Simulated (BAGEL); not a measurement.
# A workflow on SnH2F2 (SMILES [F][SnH2][F])

Wanted: a single-point energy (HF/ANO-RCC-VDZP), then a single-point energy (NEVPT2(2,2)/ANO-RCC-VDZP) of SnH2F2. 

The results are computed with BAGEL 1.2.2.

2 further runs of the same task are left out: 2 set aside as unsound or not needed.

## (1) Starting point

SnH2F2: 5 atoms, total charge 0, spin state singlet. As SMILES, `[F][SnH2][F]`. The Sn2–H5 distance was set to 3.215 Å, away from the relaxed value. At this shape a bond of the SMILES string is far longer than usual.

Bond lengths: F1–Sn2 1.909 Å, Sn2–F3 1.909 Å, Sn2–H4 1.692 Å. Angles: F1–Sn2–F3 103.3°, F1–Sn2–H4 107.1°, F3–Sn2–H4 107.1°.

## (2) A single-point energy at HF/ANO-RCC-VDZP (DKH2, density fitting with AutoAux) (run 1)

The input, input.json:

```json
{ "bagel": [

{
  "title": "molecule",
  "basis": "ano-rcc-vdzp.json",
  "df_basis": "ano-rcc-vdzp-autoaux.json",
  "angstrom": false,
  "dkh": true,
  "geometry": [
    { "atom": "F", "xyz": [    -3.12247573,    -2.14494120,     3.30573570 ] },
    { "atom": "Sn", "xyz": [    -2.22976911,    -1.60995973,    -0.14792776 ] },
    { "atom": "F", "xyz": [    -4.79998561,     0.62728703,    -1.33127426 ] },
    { "atom": "H", "xyz": [    -2.63851687,    -4.39522707,    -1.66518887 ] },
    { "atom": "H", "xyz": [     2.99181440,     1.49685206,    -0.17952398 ] }
  ]
},

{ "title": "hf" },

{ "title": "print", "file": "orbitals.molden", "orbitals": true }

]}
```

The basis set ANO-RCC-VDZP is read from a file made from the Basis Set Exchange's data (not shown).

Launch:

```console
BAGEL_NUM_THREADS=1 BAGEL input.json > input.out
```

The log of the run:

```text
* using 1 threads per process

  ===============================================================
  ===============================================================

  *** Geometry ***

  { "atom" : "F", "xyz" : [     -3.122476,     -2.144941,      3.305736 ] },
  { "atom" : "Sn", "xyz" : [     -2.229769,     -1.609960,     -0.147928 ] },
  { "atom" : "F", "xyz" : [     -4.799986,      0.627287,     -1.331274 ] },
  { "atom" : "H", "xyz" : [     -2.638517,     -4.395227,     -1.665189 ] },
  { "atom" : "H", "xyz" : [      2.991814,      1.496852,     -0.179524 ] },

  Number of auxiliary basis functions:      934

  Since a DF basis is specified, we compute 2- and 3-index integrals:
    o Being stored without compression. Storage requirement is 0.049 GB

  Number of basis functions:       81
  Number of electrons      :       70

    * METHOD: MOLECULE                             1.81

  *** RHF ***

  === Nuclear Repulsion ===
   293.3678781028

      * DIIS with orbital gradients will be used.

  === RHF iteration (ano-rcc-vdzp.json) ===
      0      -6372.25048691          0.02560486           0.28
      1      -6372.35695734          0.02349383           0.29
      2      -6372.61450288          0.00144878           0.24
      3      -6372.61664339          0.00057858           0.24
      4      -6372.61696393          0.00017711           0.26
      5      -6372.61701530          0.00005016           0.21
      6      -6372.61701873          0.00002313           0.22
      7      -6372.61701936          0.00000830           0.24
      8      -6372.61701942          0.00000351           0.22
      9      -6372.61701943          0.00000084           0.22
     10      -6372.61701943          0.00000034           0.21
     11      -6372.61701943          0.00000012           0.21
     12      -6372.61701943          0.00000004           0.27
     13      -6372.61701943          0.00000002           0.28
     14      -6372.61701943          0.00000001           0.29
     15      -6372.61701943          0.00000000           0.27
    * SCF iteration converged.

    * Permanent dipole moment:
           (   -0.639082,     1.066716,     0.868806) a.u.

    * METHOD: HF                                   5.39

    * METHOD: PRINT                                0.03

  ===============================================================
```

Wall time 7.5 s (1 thread of AMD EPYC 7R13 (Zen 3), shared host); peak memory 0.21 GiB.

## (3) A single-point energy at NEVPT2(2,2)/ANO-RCC-VDZP (DKH2, density fitting with AutoAux) (run 2)

The input, input.json:

```json
{ "bagel": [

{
  "title": "molecule",
  "basis": "ano-rcc-vdzp.json",
  "df_basis": "ano-rcc-vdzp-autoaux.json",
  "dkh": "true",
  "geometry": [
    { "atom": "F", "xyz": [ -3.12247573, -2.14494120,  3.30573570 ] },
    { "atom": "Sn", "xyz": [ -2.22976911, -1.60995973, -0.14792776 ] },
    { "atom": "F", "xyz": [ -4.79998561,  0.62728703, -1.33127426 ] },
    { "atom": "H", "xyz": [ -2.63851687, -4.39522707, -1.66518887 ] },
    { "atom": "H", "xyz": [  2.99181440,  1.49685206, -0.17952398 ] }
  ]
},
{
  "title": "hf"
},
{
  "title": "casscf",
  "nstate": 1,
  "nact": 2,
  "nclosed": 34,
  "active": [35, 36],
  "maxiter": 200,
  "natocc": "true"
},
{
  "title": "nevpt2",
  "nstate": 1,
  "nact": 2,
  "nclosed": 34,
  "active": [35, 36],
  "maxiter": 200,
  "natocc": "true",
  "ncore": 20
},
{
  "title": "print",
  "file": "orbitals.molden",
  "orbitals": "true"
}

]}
```

The basis set ANO-RCC-VDZP is read from a file made from the Basis Set Exchange's data (not shown).

Launch:

```console
BAGEL_NUM_THREADS=1 BAGEL input.json > input.out
```

The log of the run:

```text
* using 1 threads per process

  ===============================================================
  ===============================================================

  *** Geometry ***

  { "atom" : "F", "xyz" : [     -3.122476,     -2.144941,      3.305736 ] },
  { "atom" : "Sn", "xyz" : [     -2.229769,     -1.609960,     -0.147928 ] },
  { "atom" : "F", "xyz" : [     -4.799986,      0.627287,     -1.331274 ] },
  { "atom" : "H", "xyz" : [     -2.638517,     -4.395227,     -1.665189 ] },
  { "atom" : "H", "xyz" : [      2.991814,      1.496852,     -0.179524 ] },

  Number of auxiliary basis functions:      934

  Since a DF basis is specified, we compute 2- and 3-index integrals:
    o Being stored without compression. Storage requirement is 0.049 GB

  Number of basis functions:       81
  Number of electrons      :       70

    * METHOD: MOLECULE                             1.49

  *** RHF ***

  === Nuclear Repulsion ===
   293.3678781028

      * DIIS with orbital gradients will be used.

  === RHF iteration (ano-rcc-vdzp.json) ===
      0      -6372.25048691          0.02560486           0.26
      1      -6372.35695734          0.02349383           0.26
      2      -6372.61450288          0.00144878           0.28
      3      -6372.61664339          0.00057858           0.22
      4      -6372.61696393          0.00017711           0.21
      5      -6372.61701530          0.00005016           0.21
      6      -6372.61701873          0.00002313           0.22
      7      -6372.61701936          0.00000830           0.31
      8      -6372.61701942          0.00000351           0.28
      9      -6372.61701943          0.00000084           0.22
     10      -6372.61701943          0.00000034           0.21
     11      -6372.61701943          0.00000012           0.21
     12      -6372.61701943          0.00000004           0.21
     13      -6372.61701943          0.00000002           0.21
     14      -6372.61701943          0.00000001           0.24
     15      -6372.61701943          0.00000000           0.26
    * SCF iteration converged.

    * Permanent dipole moment:
           (   -0.639082,     1.066716,     0.868806) a.u.

    * METHOD: HF                                   5.31

  ---------------------------
      CASSCF calculation
  ---------------------------

    ==== Active orbitals : =====
         Orbital 35
         Orbital 36
    ============================

    * nstate   :      1
    * nclosed  :     34
    * nact     :      2
    * nvirt    :     45
  === CASSCF iteration (ano-rcc-vdzp.json) ===

    * Using the second-order algorithm

      0  0     -6372.67230626     4.52e-03      0.07

      1  0     -6372.69410439     4.91e-04      1.17

      2  0     -6372.69434973     1.11e-04      1.16

      3  0     -6372.69435803     2.99e-05      1.23

      4  0     -6372.69435860     7.93e-06      1.08

      5  0     -6372.69435864     2.10e-06      1.01

      6  0     -6372.69435865     5.54e-07      1.16

      7  0     -6372.69435865     1.46e-07      0.99

      8  0     -6372.69435865     3.86e-08      0.94

      9  0     -6372.69435865     1.02e-08      1.00

     10  0     -6372.69435865     2.71e-09      0.78

    * Second-order optimization converged. *

     guess   0:   closed 1.                   open ..

  === FCI iteration ===

      0  0     -6372.60805916     7.66e-02      0.00
      1  0     -6372.69434879     8.99e-04      0.00
      2  0 *   -6372.69435865     5.47e-16      0.00

     * ci vector, state   0, <S^2> = 0.0000
       2.     0.8712284995
       .2    -0.4908776850

    * METHOD: CASSCF                              11.77

    * freezing 20 orbitals

  === DF-NEVPT2 calculation ===

    * 3-index integral transformation done
    * assembly done

      NEVPT2 correlation energy:   -0.8824742708      0.14

          (+0)     -0.7451855318
          (+0)'    -0.0776987591
          (+1)     -0.0175582808
          (+1)'    -0.0076721150
          (+2)     -0.0001667479
          (-1)     -0.0283814988
          (-1)'    -0.0048709788
          (-2)     -0.0009403586

      NEVPT2 total energy:       -6373.5768329182

    * METHOD: NEVPT2                               0.49

    * METHOD: PRINT                                0.03

  ===============================================================
```

It took 20 s on 1 thread of AMD EPYC 7R13 (Zen 3), shared host; peak memory 0.24 GiB.

## (4) Results

| quantity | value |
| --- | --- |
| run 1, HF/ANO-RCC-VDZP: total energy | -6372.61702 Eh |
| run 1, HF/ANO-RCC-VDZP: dipole moment | 3.86 D |
| run 1, HF/ANO-RCC-VDZP: HOMO energy | -9.71 eV |
| run 1, HF/ANO-RCC-VDZP: LUMO energy | -2.40 eV |
| run 1, HF/ANO-RCC-VDZP: HOMO–LUMO gap | 7.31 eV |
| run 2, NEVPT2(2,2)/ANO-RCC-VDZP: total energy | -6373.57683 Eh |

**Reading.** One bond (run 1, HF/ANO-RCC-VDZP) is far stretched, which a spin-restricted single reference describes badly; a broken-symmetry solution may lie lower.
